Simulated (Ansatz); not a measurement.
Pt, space group P6_3/mmc: an equation of state with a fit, run with Ansatz 0.2.0, Python API.

Script `eos_pt.py`:
```python
"""Bulk modulus of Pt from an E(V) curve."""

import ansatz as az
import numpy as np
from scipy.optimize import curve_fit

VECTORS = np.array([
    [2.760666, 0.0, 0.0],
    [-1.380333, 2.390807, 0.0],
    [0.0, 0.0, 4.792134],
])
SITES = [
    ("Pt", (2 / 3, 1 / 3, 0.75)),
    ("Pt", (1 / 3, 2 / 3, 0.25)),
]


def make_crystal(cell):
    crystal = az.Crystal(lattice=az.Lattice.of(cell))
    for symbol, position in SITES:
        crystal = crystal.atom(symbol, position)
    return crystal

def vinet(v, e0, v0, b0, b1):
    eta = (v / v0) ** (1 / 3)
    return e0 + 2 * b0 * v0 / (b1 - 1) ** 2 * (2 - (5 + 3 * b1 * (eta - 1) - 3 * eta) * np.exp(-1.5 * (b1 - 1) * (eta - 1)))


def main() -> None:
    # scale the volume, keep shape and fractions
    volumes, energies = [], []
    for scale in np.linspace(0.92, 1.08, 7):
        cell = VECTORS * scale ** (1 / 3)
        base = (
            make_crystal(cell).calculation()
            .functional("r2SCAN")
            .scf(tolerance=1e-10)
            .occupations("fermi_dirac")
            .basis(600)
            .kpoints(12, 12, 6)
        )
        summary = base.run().report
        volumes.append(abs(np.linalg.det(cell)) / len(SITES))
        energies.append(summary["free_energy_ev"] / len(SITES))
        print(f"V = {volumes[-1]:8.4f} A^3/atom  F = {energies[-1]:.5f} eV/atom")

    guess = (min(energies), volumes[int(np.argmin(energies))], 0.5, 4.5)
    (e0, v0, b0, b1), _ = curve_fit(vinet, np.array(volumes), np.array(energies), p0=guess, maxfev=20000)
    print(f"Vinet fit: V0 = {v0:.4f} A^3/atom, B0 = {160.21766 * b0:.1f} GPa, B1 = {b1:.2f}")
    print("largest residual", round(1000 * float(np.abs(vinet(np.array(volumes), e0, v0, b0, b1) - energies).max()), 3), "meV/atom")


if __name__ == "__main__":
    main()
```

From its runs, with one value withheld:

| V (Å³/atom) | F less the lowest row shown (meV/atom) |
| --- | --- |
| 14.549 | 46.93 |
| 14.971 | 11.91 |
| 15.393 | 0.00 |
| 15.815 | 7.49 |
| 16.236 | ? |
| 16.658 | 68.54 |
| 17.080 | 117.10 |

What is the missing energy at 16.236 Å³ an atom?

A third-order Birch-Murnaghan fit, E = E0 + (9 V0 B0 / 16) [(t - 1)³ B' + (t - 1)² (6 - 4t)] with t = (V0/V)^(2/3), through the 6 rows shown gives V0 = 15.428 Å³, B0 = 264.8 GPa, B' = 5.50 and E0 = -0.06 meV. At V = 16.236 Å³, t = 0.96655, and the fit interpolates to 31.24 meV. The run gave 31.24 meV, a miss of 0.00 meV.

Caveats:
- The run is spin-unpolarised.
- Shape and fractional positions are held along the curve, so the bulk modulus is an upper value where they are free to relax, by a factor of two or more in layered or hydrogen-bonded cells.
- For a metal this k-point mesh is coarse: on a finer one energies can move by several to tens of meV an atom and pressures by half a GPa or more, differences at one mesh by less.
- Spin-orbit coupling, which matters for elements this heavy, is left out.
- This isn't the structure that Pt takes at ambient conditions.
- Run time: 55 s on 1 thread of Arm Neoverse V1, on a shared host, peak memory 0.52 GiB.
